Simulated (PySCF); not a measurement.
# C6H15NOSi: NMR shifts in solvents

Aim: compute the NMR shifts of C6H15NOSi (`CCO[SiH2]N1CCCC1`), and see what a dielectric continuum does where one was used.

The runs use PySCF 2.14.0, with density-fitted response routines of our own; the level of theory stands in each step. All values are computed, except where a source is named. Atoms are numbered from 0 throughout.

## Step 1: Starting geometry

24 atoms, charge 0, multiplicity 1; geometry from: GFN2-xTB. The atoms were then displaced at random by about 0.01 Å, so the start is not that level's minimum.

Bonds of the start (Å): C0–C1 1.55, C1–O2 1.41, O2–Si3 1.58, Si3–N4 1.73, N4–C5 1.45, C5–C6 1.52, C6–C7 1.53, C7–C8 1.50, C8–N4 1.43, C0–H9 1.07, C0–H10 1.06, C0–H11 1.09, C1–H12 1.10, C1–H13 1.11, Si3–H14 1.46, Si3–H15 1.45, C5–H16 1.09, C5–H17 1.10, C6–H18 1.10, C6–H19 1.10, C7–H20 1.12, C7–H21 1.07, C8–H22 1.13, C8–H23 1.10.

## Step 2: Optimising the geometry at PBE0-D3(BJ)/def2-SVP

Job settings and geometry (Å):

```
{"job": {"xc": "PBE0", "basis": "def2-SVP", "d3": "d3bj", "grid": 1, "shake": 0.01, "kind": "geom"}, "charge": 0, "multiplicity": 1}
C      3.630590    -0.758330     0.485410
C      3.023270     0.628430     0.137400
O      1.614560     0.579270     0.113550
Si     0.689710     0.756520    -1.159360
N     -0.864140     0.333520    -0.519580
C     -1.102570    -0.646280     0.528080
C     -2.572900    -1.008550     0.422280
C     -3.167510     0.255450    -0.206630
C     -2.096410     0.652780    -1.173340
H      3.323410    -1.457540    -0.269570
H      4.685100    -0.679600     0.542800
H      3.227820    -1.067380     1.446140
H      3.385570     0.982610    -0.838110
H      3.307290     1.368940     0.906980
H      0.596150     2.131800    -1.627210
H      1.122160    -0.083020    -2.263510
H     -0.456240    -1.516030     0.400950
H     -0.881100    -0.203340     1.512960
H     -2.720860    -1.860840    -0.250470
H     -3.045050    -1.248170     1.392030
H     -4.161120     0.074780    -0.689260
H     -3.288630     1.005440     0.546830
H     -2.187010     0.071910    -2.140180
H     -2.126390     1.707250    -1.470500
```

Run with:

```bash
> OMP_NUM_THREADS=1 python probes_run.py task.json out
```

The driver reads the jobs from task.json and runs them one after another.

What it wrote:

```text
step   0  E = -656.27620593  max force = 0.052498
step   1  E = -656.28935569  max force = 0.008185
step   2  E = -656.29002330  max force = 0.002905
step   3  E = -656.29028461  max force = 0.001867
step   4  E = -656.29080870  max force = 0.006627
step   5  E = -656.29146098  max force = 0.009488
step   6  E = -656.29196679  max force = 0.006899
step   7  E = -656.29254254  max force = 0.001645
step   8  E = -656.29266733  max force = 0.001494
step   9  E = -656.29281735  max force = 0.001028
step  10  E = -656.29292175  max force = 0.001650
step  11  E = -656.29292674  max force = 0.003972
step  12  E = -656.29330584  max force = 0.003002
step  13  E = -656.29388811  max force = 0.004553
step  14  E = -656.29425107  max force = 0.003535
step  15  E = -656.29371271  max force = 0.004076
step  16  E = -656.29433935  max force = 0.002238
step  17  E = -656.29460729  max force = 0.001482
step  18  E = -656.29473853  max force = 0.001599
step  19  E = -656.29489266  max force = 0.001332
step  20  E = -656.29498564  max force = 0.000994
step  21  E = -656.29501839  max force = 0.000455
step  22  E = -656.29503363  max force = 0.000384
step  23  E = -656.29504519  max force = 0.000458
step  24  E = -656.29506583  max force = 0.000633
step  25  E = -656.29509344  max force = 0.000568
step  26  E = -656.29512267  max force = 0.000298
step  27  E = -656.29513920  max force = 0.000333
step  28  E = -656.29514217  max force = 0.000314
optimisation converged
```

It took 24 min on 1 thread of AMD EPYC, shared host; peak memory 0.95 GiB.

Relaxation path: (the energy doesn't fall at every step)

| step | energy from step 0 (eV) | largest force component (eV/Å) |
| --- | --- | --- |
| 0 | 0.0000 | 2.6996 |
| 1 | -0.3578 | 0.4209 |
| 2 | -0.3760 | 0.1494 |
| 3 | -0.3831 | 0.0960 |
| 4 | -0.3974 | 0.3408 |
| 5 | -0.4151 | 0.4879 |
| 6 | -0.4289 | 0.3548 |
| 7 | -0.4445 | 0.0846 |
| 8 | -0.4479 | 0.0768 |
| 9 | -0.4520 | 0.0529 |
| 10 | -0.4549 | 0.0848 |
| 11 | -0.4550 | 0.2042 |
| 12 | -0.4653 | 0.1544 |
| 13 | -0.4812 | 0.2341 |
| 14 | -0.4910 | 0.1818 |
| 15 | -0.4764 | 0.2096 |
| 16 | -0.4934 | 0.1151 |
| 17 | -0.5007 | 0.0762 |
| 18 | -0.5043 | 0.0822 |
| 19 | -0.5085 | 0.0685 |
| 20 | -0.5110 | 0.0511 |
| 21 | -0.5119 | 0.0234 |
| 22 | -0.5123 | 0.0197 |
| 23 | -0.5126 | 0.0236 |
| 24 | -0.5132 | 0.0326 |
| 25 | -0.5140 | 0.0292 |
| 26 | -0.5148 | 0.0153 |
| 27 | -0.5152 | 0.0171 |
| 28 | -0.5153 | 0.0161 |

Close pairs (by a distance rule), those that changed most:

| bond | before (Å) | after (Å) | change (Å) |
| --- | --- | --- | --- |
| O2–Si3 | 1.583 | 1.670 | +0.087 |
| Si3–H15 | 1.453 | 1.495 | +0.043 |
| C0–H10 | 1.059 | 1.101 | +0.042 |
| C0–C1 | 1.553 | 1.516 | -0.037 |
| C7–C8 | 1.497 | 1.530 | +0.033 |
| C7–H21 | 1.070 | 1.103 | +0.033 |
| N4–C8 | 1.431 | 1.463 | +0.032 |
| Si3–H14 | 1.456 | 1.487 | +0.031 |

The final coordinates are the input of the step that follows.

| at the end point | value |
| --- | --- |
| point group (found at 0.08 Å tolerance) | C1 |
| rotational constants (GHz, main isotopes) | 2.211, 0.860, 0.759 |
| dipole moment (D) | 2.13 |

## Step 3: Nuclear shieldings: PBE0/pcSseg-1 in acetonitrile

Job settings and geometry (Å):

```
{"job": {"kind": "nmr", "xc": "PBE0", "basis": "pcSseg-1", "solvent": "acetonitrile", "pop": true}, "charge": 0, "multiplicity": 1}
C      2.242401     0.465949     1.231031
C      2.811154     0.124483    -0.132039
O      2.172804     0.837412    -1.161415
Si     0.811410     0.283604    -1.954301
N     -0.555460    -0.010079    -0.947719
C     -0.988678    -1.313440    -0.461607
C     -2.420010    -1.065830    -0.002121
C     -2.319132     0.334716     0.591906
C     -1.380562     1.054866    -0.378206
H      1.185517     0.165676     1.299879
H      2.801392    -0.045087     2.030186
H      2.300694     1.550816     1.406187
H      2.744717    -0.969214    -0.305309
H      3.884441     0.378872    -0.165648
H      0.510676     1.376111    -2.917341
H      1.118297    -1.024642    -2.610574
H     -0.915139    -2.082428    -1.247292
H     -0.378976    -1.667791     0.396201
H     -3.096787    -1.062616    -0.872534
H     -2.782586    -1.822574     0.708961
H     -3.287797     0.843110     0.703664
H     -1.856568     0.279762     1.591418
H     -1.953943     1.575126    -1.169172
H     -0.778050     1.823043     0.138043
```

With the program's defaults for keys left out, this is: GIAO PBE0/pcSseg-1 NMR shielding, non-relativistic, IEF-PCM acetonitrile.

What it wrote:

```text
coarse grid: 19592 points
cycle   1  E = -656.4131493634  dE =  9.282e-01  |g| = 7.199e-01  |ddm| = 4.233e+00
cycle   2  E = -656.3011291268  dE =  1.120e-01  |g| = 1.061e+00  |ddm| = 1.522e+00
cycle   3  E = -656.5146206297  dE = -2.135e-01  |g| = 9.912e-02  |ddm| = 1.017e+00
cycle   4  E = -656.5161300788  dE = -1.509e-03  |g| = 4.537e-02  |ddm| = 9.821e-02
cycle   5  E = -656.5165653257  dE = -4.352e-04  |g| = 1.131e-02  |ddm| = 4.184e-02
cycle   6  E = -656.5165869688  dE = -2.164e-05  |g| = 4.729e-03  |ddm| = 1.252e-02
cycle   7  E = -656.5165917021  dE = -4.733e-06  |g| = 3.693e-04  |ddm| = 3.791e-03
final grid: 181960 points
cycle   8  E = -656.5803408118  dE = -4.244e-05  |g| = 1.256e-02  |ddm| = 3.328e-02
cycle   9  E = -656.5803064952  dE =  3.432e-05  |g| = 1.829e-02  |ddm| = 2.267e-02
cycle  10  E = -656.5803745831  dE = -6.809e-05  |g| = 1.756e-03  |ddm| = 1.386e-02
cycle  11  E = -656.5803752148  dE = -6.317e-07  |g| = 2.371e-04  |ddm| = 1.440e-03
cycle  12  E = -656.5803752261  dE = -1.129e-08  |g| = 6.176e-05  |ddm| = 2.726e-04
cycle  13  E = -656.5803752268  dE = -7.392e-10  |g| = 2.447e-05  |ddm| = 9.377e-05
converged SCF energy = -656.5803752268

GIAO shielding tensors (ppm)
atom      isotropic    diamagn.    paramagn.     s11        s22        s33       span
  0 C      164.127     250.899     -86.772    146.158    162.579    183.645     37.487
  1 C      121.984     244.270    -122.286     91.172    108.362    166.419     75.247
  2 O      269.097     399.769    -130.672    221.369    264.572    321.351     99.982
  3 Si     382.381     881.617    -499.236    347.673    389.701    409.769     62.096
  4 N      203.693     330.100    -126.407    156.444    177.165    277.471    121.027
  5 C      132.108     243.615    -111.507    102.434    130.537    163.353     60.919
  6 C      154.558     250.634     -96.076    135.883    161.525    166.265     30.382
  7 C      153.880     250.601     -96.721    129.302    163.618    168.721     39.419
  8 C      136.518     243.402    -106.884    108.803    131.968    168.782     59.978
  9 H       29.884      34.524      -4.640     24.500     29.265     35.887     11.387
 10 H       30.183      29.305       0.877     26.299     26.924     37.326     11.027
 11 H       29.861      30.516      -0.654     27.148     27.497     34.938      7.791
 12 H       27.495      30.810      -3.316     24.086     26.727     31.671      7.585
 13 H       27.386      27.137       0.250     21.879     26.695     33.585     11.706
 14 H       26.681      30.075      -3.393     22.696     25.110     32.237      9.541
 15 H       26.479      30.609      -4.130     22.393     25.486     31.558      9.166
 16 H       27.969      30.286      -2.318     23.248     26.932     33.726     10.478
 17 H       28.164      32.058      -3.895     22.170     27.942     34.378     12.208
 18 H       29.725      29.589       0.135     25.134     27.078     36.963     11.828
 19 H       29.535      29.128       0.407     25.369     26.241     36.995     11.626
 20 H       29.336      28.822       0.514     24.820     26.307     36.882     12.063
 21 H       29.544      31.612      -2.067     25.051     27.734     35.848     10.796
 22 H       28.270      29.899      -1.630     22.866     26.315     35.629     12.763
 23 H       28.036      31.710      -3.674     23.069     27.837     33.201     10.132
```

Run time: 2.2 min. Hardware: 1 thread of AMD EPYC, shared host; peak memory 1.2 GiB.

The references, computed at this level on geometries of the same kind, shield at (ppm): 1H TMS 31.24, 13C TMS 185.5, 29Si TMS 351.8, 15N NH3 268.5, 17O H2O 343.0. Their shielding less the atom's gives the shift. The references are single molecules in the same continuum, so shifts against H2O, NH3, PH3, H3PO4 or CFCl3 are not on the usual liquid scales and can be off by tens of ppm. Atoms listed in one row are averaged.

| atoms | environment | σ (ppm) | δ (ppm) |
| --- | --- | --- | --- |
| C1 | sp3 CH2 bonded to O | 122.0 | 63.5 |
| C5, C8 | sp3 CH2 bonded to N | 134.3 | 51.2 |
| C6, C7 | sp3 CH2 in a ring | 154.2 | 31.3 |
| C0 | methyl carbon | 164.1 | 21.3 |
| H14, H15 | hydrogen on a silicon bonded to N, O | 26.58 | 4.66 |
| H12, H13 | hydrogen on an sp3 CH2 bonded to O | 27.44 | 3.80 |
| H16, H17, H22, H23 | hydrogen on an sp3 CH2 bonded to N | 28.11 | 3.13 |
| H18, H19, H20, H21 | hydrogen on an sp3 CH2 in a ring | 29.54 | 1.70 |
| H9, H10, H11 | hydrogen on a methyl carbon | 29.98 | 1.26 |
| O2 | oxygen bonded to C, Si | 269.1 | 73.9 |
| Si3 | silicon bonded to N, O, 2 H | 382.4 | -30.6 |
| N4 | nitrogen bonded to 2 C, Si, in a 5-membered ring | 203.7 | 64.8 |

The run also stored atomic charges by several schemes (e):

| atoms | Mulliken | IAO | Hirshfeld | ESP fit |
| --- | --- | --- | --- | --- |
| C0 | -0.34 | -0.42 | -0.12 | -0.37 |
| C1 | 0.02 | -0.04 | 0.01 | 0.35 |
| O2 | -0.66 | -0.66 | -0.25 | -0.52 |
| Si3 | 0.94 | 1.04 | 0.39 | 0.45 |
| N4 | -0.86 | -0.54 | -0.18 | -0.20 |
| C5, C8 | 0.05 | -0.15 | -0.02 | -0.05 |
| C6, C7 | -0.27 | -0.26 | -0.07 | -0.11 |

Mayer bond orders: C0–C1 1.06, C1–O2 0.89, O2–Si3 0.95, Si3–N4 0.99, N4–C5 0.92, C5–C6 1.02, C6–C7 1.04, C7–C8 1.03, C8–N4 0.90.

Ring of atoms N4, C5, C6, C7, C8: NICS(0) -7.6, NICS(1) -3.6, NICS(1)zz -5.4 ppm (means of both faces). The ring holds saturated atoms, so no π current runs round it: these values come from its σ bonds, any local π bonds and neighbouring rings, and say nothing of aromaticity.

## Step 4: NMR shieldings: PBE0/pcSseg-1 in chloroform

Settings changed since step 3:

```diff
@@ -1,2 +1,2 @@
-{"job": {"kind": "nmr", "xc": "PBE0", "basis": "pcSseg-1", "solvent": "acetonitrile", "pop": true}, "charge": 0, "multiplicity": 1}
+{"job": {"kind": "nmr", "xc": "PBE0", "basis": "pcSseg-1", "solvent": "chloroform", "pop": false}, "charge": 0, "multiplicity": 1}
 C      2.242401     0.465949     1.231031
```

Method: GIAO PBE0/pcSseg-1 NMR shielding, non-relativistic, IEF-PCM chloroform.

What it wrote:

```text
coarse grid: 19592 points
cycle   1  E = -656.4104945250  dE =  9.307e-01  |g| = 7.230e-01  |ddm| = 4.233e+00
cycle   2  E = -656.2923010463  dE =  1.182e-01  |g| = 1.077e+00  |ddm| = 1.566e+00
cycle   3  E = -656.5131330508  dE = -2.208e-01  |g| = 1.017e-01  |ddm| = 1.056e+00
cycle   4  E = -656.5147215823  dE = -1.589e-03  |g| = 4.705e-02  |ddm| = 1.022e-01
cycle   5  E = -656.5151879168  dE = -4.663e-04  |g| = 1.189e-02  |ddm| = 4.402e-02
cycle   6  E = -656.5152121721  dE = -2.426e-05  |g| = 4.843e-03  |ddm| = 1.323e-02
cycle   7  E = -656.5152171581  dE = -4.986e-06  |g| = 3.934e-04  |ddm| = 3.911e-03
final grid: 181960 points
cycle   8  E = -656.5789753509  dE = -4.223e-05  |g| = 1.261e-02  |ddm| = 3.332e-02
cycle   9  E = -656.5789396829  dE =  3.567e-05  |g| = 1.848e-02  |ddm| = 2.293e-02
cycle  10  E = -656.5790093295  dE = -6.965e-05  |g| = 1.778e-03  |ddm| = 1.415e-02
cycle  11  E = -656.5790099789  dE = -6.494e-07  |g| = 2.455e-04  |ddm| = 1.482e-03
cycle  12  E = -656.5790099910  dE = -1.212e-08  |g| = 6.141e-05  |ddm| = 2.770e-04
cycle  13  E = -656.5790099917  dE = -7.212e-10  |g| = 2.442e-05  |ddm| = 9.262e-05
converged SCF energy = -656.5790099917

GIAO shielding tensors (ppm)
atom      isotropic    diamagn.    paramagn.     s11        s22        s33       span
  0 C      163.971     250.829     -86.858    146.102    162.319    183.492     37.389
  1 C      121.996     244.264    -122.268     91.481    108.385    166.123     74.642
  2 O      268.039     399.434    -131.395    220.106    263.039    320.973    100.868
  3 Si     382.289     881.570    -499.281    348.320    388.848    409.698     61.377
  4 N      204.095     330.147    -126.052    156.970    177.400    277.914    120.944
  5 C      132.012     243.639    -111.628    102.535    130.384    163.116     60.581
  6 C      154.459     250.567     -96.108    135.770    161.388    166.220     30.450
  7 C      153.736     250.602     -96.865    129.285    163.377    168.547     39.262
  8 C      136.497     243.356    -106.859    108.906    131.875    168.711     59.805
  9 H       29.935      34.560      -4.624     24.572     29.321     35.912     11.340
 10 H       30.241      29.368       0.872     26.368     27.015     37.339     10.972
 11 H       29.820      30.473      -0.653     27.104     27.457     34.899      7.796
 12 H       27.558      30.881      -3.323     24.156     26.797     31.720      7.564
 13 H       27.389      27.132       0.257     21.898     26.695     33.574     11.676
 14 H       26.661      30.005      -3.344     22.680     25.071     32.231      9.551
 15 H       26.483      30.581      -4.097     22.399     25.493     31.559      9.160
 16 H       27.982      30.303      -2.321     23.287     26.934     33.725     10.437
 17 H       28.206      32.108      -3.902     22.212     27.983     34.423     12.211
 18 H       29.719      29.577       0.142     25.137     27.073     36.948     11.811
 19 H       29.574      29.169       0.405     25.417     26.296     37.010     11.593
 20 H       29.356      28.860       0.496     24.856     26.331     36.880     12.024
 21 H       29.582      31.645      -2.063     25.102     27.783     35.863     10.761
 22 H       28.271      29.892      -1.621     22.873     26.307     35.631     12.758
 23 H       28.039      31.707      -3.668     23.083     27.831     33.204     10.121
```

Run time: 1.7 min. Hardware: 1 thread of AMD EPYC, shared host; peak memory 1.2 GiB.

This run: δ C1 63.2, C5 50.9, C6 31.1, C0 21.2, H14 4.67, H12 3.77 ppm (means over like atoms).

## Step 5: Run by run: NMR shifts

Shifts (ppm) of some atoms, chosen among heavy atoms and hydrogens apart, means over like atoms, with basis size and wall time:

| run | C1 | C5 | C6 | H12 | H18 | O2 | N4 | functions | time |
| --- | --- | --- | --- | --- | --- | --- | --- | --- | --- |
| PBE0/pcSseg-1 in acetonitrile | 63.5 | 51.2 | 31.3 | 3.80 | 1.70 | 73.9 | 64.8 | 235 | 2.2 min |
| PBE0/pcSseg-1 in chloroform | 63.2 | 50.9 | 31.1 | 3.77 | 1.69 | 72.9 | 63.7 | 235 | 1.7 min |

The continuum's effect on the ground state:

| solvent | ε | polarisation energy (Eh) | μ (D) |
| --- | --- | --- | --- |
| chloroform | 4.71 | -0.0037 | 2.70 |
| acetonitrile | 35.69 | -0.0054 | 2.92 |

## Step 6: Outcome

| quantity | value |
| --- | --- |
| point group | C1 |
| rotational constants (main isotopes) | 2.21, 0.86, 0.76 GHz |
| 13C shifts against TMS (PBE0/pcSseg-1, acetonitrile, means over atoms taken as alike) | 63.5, 51.2, 31.3, 21.3 ppm |
| 1H shifts against TMS (PBE0/pcSseg-1, acetonitrile, means over atoms taken as alike) | 4.66, 3.80, 3.13, 1.70, 1.26 ppm |
| 17O shifts against H2O (PBE0/pcSseg-1, acetonitrile) | 73.9 ppm |
| 29Si shifts against TMS (PBE0/pcSseg-1, acetonitrile) | -30.6 ppm |
| 15N shifts against NH3 (PBE0/pcSseg-1, acetonitrile) | 64.8 ppm |
| range of the shift of N4 | 63.7 to 64.8 ppm |

The start of the PBE0/def2-SVP relaxation was shaken at random by about 0.01 Å, so part of the energy gained, and of the first lengths quoted, undoes that. The optimisation took 28 steps and gained 0.515 eV; among the close pairs (by a distance rule), O2–Si3 changed most, from 1.583 to 1.670 Å. No frequency check was run at this level, so the end point may be a saddle. At PBE0/pcSseg-1: The widest tensor belongs to N4: span 121 ppm, with a paramagnetic part of -126 ppm. Across the 2 runs the shift of N4 moves most, between 63.7 (PBE0/pcSseg-1 in chloroform) and 64.8 ppm (PBE0/pcSseg-1 in acetonitrile). Part of that comes from the computed reference. Each shift counts from a reference computed in the same medium, and that reference moves with the solvent too, so shifts and shieldings show the solvent's effect differently. The continuum holds electrostatics alone: no hydrogen bonds to the solvent, and the gas-phase geometry is kept.
